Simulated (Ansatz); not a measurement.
# CH3Cu: the cost of one run

Computed with Ansatz 0.2.0 through its Python package. The levels of theory stand in the script.

## 1. The system

Bond lengths: C1–Cu2 2.016 Å, C1–H3 1.110 Å, C1–H4 1.119 Å, C1–H5 1.148 Å. Angles: Cu2–C1–H3 113.9°, Cu2–C1–H4 121.4°, Cu2–C1–H5 97.2°, H3–C1–H4 110.5°, H3–C1–H5 106.4°, H4–C1–H5 104.9°.

The script holds or builds the structure itself.

## 2. The code

cas_ch3cu.py

```python
'''Active-space calculation on CH3Cu.'''

import ansatz as az

BASIS = 'def2-SVP'

GEOMETRY = '''
C    -0.12330   -0.09400   -0.11190
Cu    1.73020    0.03500    0.67010
H    -0.76970   -0.84700    0.38430
H    -0.28910   -0.10210   -1.21830
H    -0.49820    0.93450    0.23450
'''


def main() -> None:
    system = az.Crystal.molecule()
    for line in GEOMETRY.strip().splitlines():
        symbol, *xyz = line.split()
        system = system.atom(symbol, [float(v) for v in xyz])

    model = system.calculation().basis(gaussian=BASIS).correlation(active_electrons=4, active_orbitals=4)
    for method in [None, 'sc_nevpt2', 'fic_mrcisd_q']:
        rep = (model if method is None else model.correlation(method)).run(threads=1, pin='off').report
        space = rep['configurations']
        state = space['states'][0]
        print(method or 'casscf', f'total {rep["free_energy_ev"] / 27.211386246:.6f} Ha, active-space state {state["energy"]["hartree"]:.6f} Ha, mean field {rep["reference_energy_ev"] / 27.211386246:.6f} Ha')
        print('  determinants', state['n_determinants'], ' natural occupations', [round(n, 3) for n in space['natural_occupations']])


if __name__ == '__main__':
    main()
```

## 3. The input behind the calls

The engine receives this input (first run):

```yaml
crystal:
  periodic: [false, false, false]
  atoms:
    - { symbol: C, position_ang: [-0.1233, -0.094, -0.1119] }
    - { symbol: Cu, position_ang: [1.7302, 0.035, 0.6701] }
    - { symbol: H, position_ang: [-0.7697, -0.847, 0.3843] }
    - { symbol: H, position_ang: [-0.2891, -0.1021, -1.2183] }
    - { symbol: H, position_ang: [-0.4982, 0.9345, 0.2345] }
basis:
  gaussian:
    orbitals: def2-SVP
correlation:
  active_space:
    window:
      electrons: 4
      orbitals: 4
```

## 4. Running it

On the command line:

```
python cas_ch3cu.py
```

**Question.** How long does this script take on 1 thread of Arm Neoverse V2, shared host, and how much memory does it need?

About 6.9 s, with a peak of 0.22 GiB.
